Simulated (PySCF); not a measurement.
**Pb₂F⁺: structure of the singlet**

Aim: relax Pb₂F⁺ as a singlet from a bent start, check by its vibrations whether the end is a minimum, and collect its spectrum and constants.

Method: PBE0, basis F def2-TZVP, Pb def2-TZVP with ECP60, scalar-relativistic core potentials, no spin–orbit coupling, density fitting; program: PySCF 2.14.0.

## (1) Starting geometry

3 atoms, charge 1, spin multiplicity 1.

Bond lengths: F1–Pb2 2.038 Å, F1–Pb3 2.038 Å. Angles: Pb2–F1–Pb3 110.0°.

Z-matrix (Å, degrees; charge 1 multiplicity 1):
```
F
Pb 1 2.0384
Pb 1 2.0384 2 110.00
```

## (2) First SCF at the start

One driver script runs all steps and calls PySCF; scf.py shows how it sets up the SCF of each step. The optimiser is the driver's own. After this first run the driver tries any further starts and a stability analysis.

Input file scf.py:

```python
from pyscf import gto, scf, dft
mol = gto.M(atom='''
F      0.000000     0.000000     0.000000
Pb     1.669800     0.000000     1.169200
Pb    -1.669800     0.000000     1.169200''',
    basis={'F': 'def2-TZVP', 'Pb': 'def2-TZVP'},
    ecp={'Pb': 'def2-TZVP'},
    charge=1, spin=0)
mf = dft.RKS(mol, xc='PBE0')
mf.grids.atom_grid = (50, 194)
aux = {'F': 'def2-universal-JKFIT', 'Pb': 'def2-universal-JKFIT'}
mf = mf.density_fit(auxbasis=aux)
mf.conv_tol = 1e-08
mf.diis_space = 10
mf.max_cycle = 60
mf.init_guess = 'minao'
mf.verbose = 4
mf.kernel()
```

Launch:

```sh
> OMP_NUM_THREADS=2 python axn.py task.json out
```

The runs that follow: Relaxing the singlet from the bent start; Is it a minimum? Harmonic modes; A spin-polarised start; Is it a minimum? Harmonic modes.

**Question.** What will these runs give? Wanted: minimum; geometry; wavenumbers; dipole moment; highest occupied, lowest empty level; polar-tensor charge of F1; zero-point energy; ⟨S²⟩.

The runs gave:

```
                                          quantity                                                                value
                                           minimum                                        broken-symmetry (Ms = 0), C2v
                                          geometry  F–Pb 2.246 Å (×2), Pb–Pb 3.081 Å; F–Pb–Pb 46.7° (×2), Pb–F–Pb 86.6°
                                wavenumbers (cm⁻¹)                                                        115, 248, 399
                    dipole moment (centre of mass)                                                               2.39 D
highest occupied, lowest empty level (either spin)                                                     -10.11, -7.95 eV
                         polar-tensor charge of F1                                                              -0.48 e
                                 zero-point energy                                                           4.6 kJ/mol
                               entropy at 298.15 K                                                      325.7 J/(mol K)
                                              ⟨S²⟩                                                                0.483
```

In words: The bent start keeps its C2v symmetry and ends in a minimum. The determinant is spin-contaminated (⟨S²⟩ = 0.48 against 0.00), so it is no pure spin state. The strongest infrared band lies at 399 cm⁻¹. Other starts or spin states, not run here, may lie lower. The SCF density has lower symmetry than the nuclear frame. Spin–orbit coupling, left out here, can matter for elements this heavy.
